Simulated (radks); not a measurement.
**Be⁺ in 1s1.5 2s1 3d0.5: an all-electron calculation**

The task here is to estimate one member of a computed series from the others.

Program: radks (a radial shooting solver on a logarithmic mesh, Libxc functionals) version 1. Level of theory: scalar-relativistic Kohn-Sham, B86b exchange with PBE correlation, spin-polarised, spherical densities, point nucleus; open shells are filled with parallel spins first. These are calculated values, not measurements, unless marked.

## The system

| Item | Value |
| --- | --- |
| element | beryllium (Z = 4) |
| charge | +1 |
| electrons | 3 |
| configuration | 1s1.5 2s1 3d0.5 |

Set-up of the first run:

Settings of this run:

```text
Z 4
configuration 1s1.5 2s1 3d0.5
relativity scalar-relativistic
functional b86_mgc,pbe
spin polarised
nucleus point
c 137.035999084
```

Steps of the session up to this table: Self-consistent calculation.

One of the session's tables, all rows but one given; the rest of the session is left out.

It belongs to the step «Radial structure». From the orbitals of this run (lengths in bohr):

| level | <r> | outermost maximum (interpolated) | 90 % within |
| --- | --- | --- | --- |
| 1s up | 0.3983 | 0.257 | 0.714 |
| 1s down | ? | ? | ? |
| 2s up | 1.980 | 1.65 | 3.05 |
| 3d up | 5.385 | 4.56 | 8.31 |

Q: Estimate the row for 1s down from the others.

The run gave: <r>: 0.4056; outermost maximum (interpolated): 0.261; 90 % within: 0.728. In the column «<r>» it lies between 1s up (0.3983) and 2s up (1.980).
